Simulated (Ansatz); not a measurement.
# AlGeH+ (quartet): from Hartree-Fock to the top rungs, cc-pVTZ

An exercise on one series of results from a longer session: the logs are not shown, and one member is left open.

Method: cc-pVTZ, core rule «outside noble gas», up to 19 orbitals frozen; program: Ansatz 0.2.0, Gaussian basis.

The runs, in order: UHF; CCSD(T) on ROHF; CCSD(T) on UHF; BCCD(T) on ROHF; CCSDT(Q) on ROHF; CCSDT(Q) on UHF; CASSCF and MRCISD+Q, 7 electrons in 9 orbitals; CASSCF and NEVPT2, 7 electrons in 9 orbitals.

6 further runs of the same task are left out: 6 set aside as unsound or not needed. Runs told in other sessions of the task aren't counted.

## The system

The geometry is a PBE0/def2-TZVP stationary point (not a proven minimum) of the parent state, kept for this charge and spin. No spin-orbit coupling is included. The filled d shell of Ge may be among the frozen orbitals whatever the setting's name suggests.

3 atoms, charge 1, spin multiplicity 4.

Atoms are counted from 1 here; the program's logs count them from 0.

Bond lengths: Ge1–Al2 2.449 Å, Ge1–H3 1.690 Å. Angles: Al2–Ge1–H3 53.8°.

Geometry (Å):

```xyz
3
charge 1, multiplicity 4
Ge    0.0000   -0.0088    0.6666
Al    0.0000   -0.0265   -1.7820
H     0.0000    1.3471   -0.3412
```

Set-up of the first run:

The input, in.yaml:

```yaml
crystal:
  periodic: [false, false, false]
  atoms:
    - {symbol: Ge, position_ang: [0.000000, -0.008843, 0.666646]}
    - {symbol: Al, position_ang: [0.000000, -0.026517, -1.782004]}
    - {symbol: H, position_ang: [0.000000, 1.347127, -0.341215]}
basis:
  gaussian: {orbitals: cc-pVTZ}
total_charge: 1
magnetization: {spin_polarized: true, initial_magnetization: 3}
hamiltonian: {xc: hf}
output: {orbitals: {seedname: orbitals}}
```

Started as:

```console
$ ansatz run in.yaml --threads 1 --pin off --events-out ev --progress --plain --max-ram 2816MiB --backend cpu
```

Among the steps run: UHF; CCSD(T) on ROHF; CCSD(T) on UHF; BCCD(T) on ROHF; CCSDT(Q) on ROHF; CCSDT(Q) on UHF; CASSCF and MRCISD+Q, 7 electrons in 9 orbitals; CASSCF and NEVPT2, 7 electrons in 9 orbitals.

One of the session's tables, all rows but one given; the rest of the session is left out.

| method | from UCCSDT(Q) (meV) |
| --- | --- |
| ROHF | +3913.7 |
| UHF | +3767.2 |
| RMP2 | +897.6 |
| UMP2 | +917.2 |
| RCCSD | +250.1 |
| UCCSD | +237.1 |
| RCCSD(T) | +64.1 |
| UCCSD(T) | +57.1 |
| BCCD(T) | +63.7 |
| RCCSDT | +20.5 |
| UCCSDT | +12.5 |
| RCCSDT(Q) | ? |
| UCCSDT(Q) | 0 |
| CASSCF valence | +2240.4 |
| NEVPT2 valence | +576.9 |
| MRCISD valence | +160.5 |
| MRCISD+Q valence | +48.4 |

Estimate the missing values for RCCSDT(Q).

**Answer.** from UCCSDT(Q) (meV): +9.0. In the column «from UCCSDT(Q) (meV)» it lies between UCCSDT(Q) (0) and UCCSDT (+12.5).

Limits of these values: Restricted and unrestricted rows rest on different reference determinants; a gap between their highest levels can come from leftover correlation error, from unlike frozen cores or from another state.
